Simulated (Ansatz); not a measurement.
# CH6O3SZr: shape, modes and thermochemistry

Aim: relax CH6O3SZr from a cheap starting geometry, check the end point by its vibrations and derive ideal-gas thermochemistry, and look at its orbitals and charge.

Computed with Ansatz 0.2.0, Gaussian basis. Level: RKS PBE0-D4/def2-TZVP.

Levels to be run: relaxation at PBE0-D4/def2-TZVP; harmonic vibrations at the same level; a single point in def2-TZVPP for the fields.

### Step 1. Starting geometry

SMILES `C[O][Zr]([OH])([OH])[SH]`, 12 atoms, charge 0, spin multiplicity 1.

Atoms are counted from 1 here; the program's logs count them from 0.

Bond lengths: C1–O2 1.409 Å, C1–H7 1.099 Å, C1–H8 1.112 Å, C1–H9 1.105 Å, O2–Zr3 1.879 Å, Zr3–O4 1.875 Å, Zr3–O5 1.874 Å, Zr3–S6 2.453 Å, O4–H10 0.963 Å, O5–H11 0.964 Å, S6–H12 1.345 Å. Angles: O2–C1–H7 108.9°, O2–C1–H8 111.1°, O2–C1–H9 110.2°, H7–C1–H8 108.8°, H7–C1–H9 108.6°, H8–C1–H9 109.2°, C1–O2–Zr3 114.6°, O2–Zr3–O4 114.4°, O2–Zr3–O5 106.2°, O2–Zr3–S6 101.3°, O4–Zr3–O5 119.5°, O4–Zr3–S6 103.4°, O5–Zr3–S6 110.6°, Zr3–O4–H10 135.5°, Zr3–O5–H11 131.1°, Zr3–S6–H12 90.3°.

The start is a GFN2-xTB geometry. Zr takes the def2 core potential; no spin-orbit term is included.

### Step 2. Relaxation at PBE0-D4/def2-TZVP

in.yaml

```yaml
crystal:
  periodic: [false, false, false]
  atoms:
    - {symbol: C, position_ang: [-0.222750, -1.283920, 1.414870]}
    - {symbol: O, position_ang: [0.778820, -0.845390, 0.525960]}
    - {symbol: Zr, position_ang: [0.207000, 0.430210, -0.729390]}
    - {symbol: O, position_ang: [1.578680, 1.506850, -1.419570]}
    - {symbol: O, position_ang: [-0.939150, -0.471610, -1.905910]}
    - {symbol: S, position_ang: [-1.061170, 1.971580, 0.696200]}
    - {symbol: H, position_ang: [0.079310, -2.248960, 1.844570]}
    - {symbol: H, position_ang: [-1.194520, -1.414510, 0.890180]}
    - {symbol: H, position_ang: [-0.348970, -0.555440, 2.236550]}
    - {symbol: H, position_ang: [1.987520, 1.629630, -2.282980]}
    - {symbol: H, position_ang: [-0.927290, -1.378980, -2.231870]}
    - {symbol: H, position_ang: [0.062540, 2.660540, 0.961390]}
basis:
  gaussian: {orbitals: def2-TZVP}
hamiltonian: {xc: pbe0, dispersion: d4}
relax: {f_tol: 0.005, max_steps: 150}
```

The run is started by

```console
ansatz run in.yaml --threads 2 --pin off --events-out ev --progress --plain --max-ram 32768MiB --backend cuda --devices 0, --max-vram 18GiB
```

Further steps of the session: Harmonic vibrations; Orbitals, density and potential.

**Question.** What will the summary of the whole plan be? Wanted: point group; shift from the start; total energy; dispersion term; dipole moment; lowest, highest wavenumber; zero-point energy; HOMO, LUMO.

As calculated:

```
                  quantity            value
               point group               C1
                     steps               46
shift from the start (rms)          0.863 Å
              total energy   -19390.0154 eV
           dispersion term         -233 meV
             dipole moment           3.69 D
lowest, highest wavenumber    40, 4011 cm⁻¹
         zero-point energy     195.8 kJ/mol
       entropy at 298.15 K  474.1 J/(mol K)
                HOMO, LUMO  -6.89, -0.32 eV
```

The relaxed geometry lies 0.86 Å (rms) from the start; the bond that changed most is Zr3–O4, from 1.875 to 1.920 Å. All wavenumbers are real, so the end point is a minimum. The stiffest mode, 4011 cm⁻¹, is an O–H stretch, and 9 modes under 200 cm⁻¹ make the vibrational entropy uncertain. Harmonic hybrid wavenumbers usually lie a few per cent above measured fundamentals. The largest Mulliken charge, +1.60 e, sits on Zr3. The HOMO lies mostly on S6 78 %; H12 11 % and the LUMO on Zr3 51 %; S6 12 %.
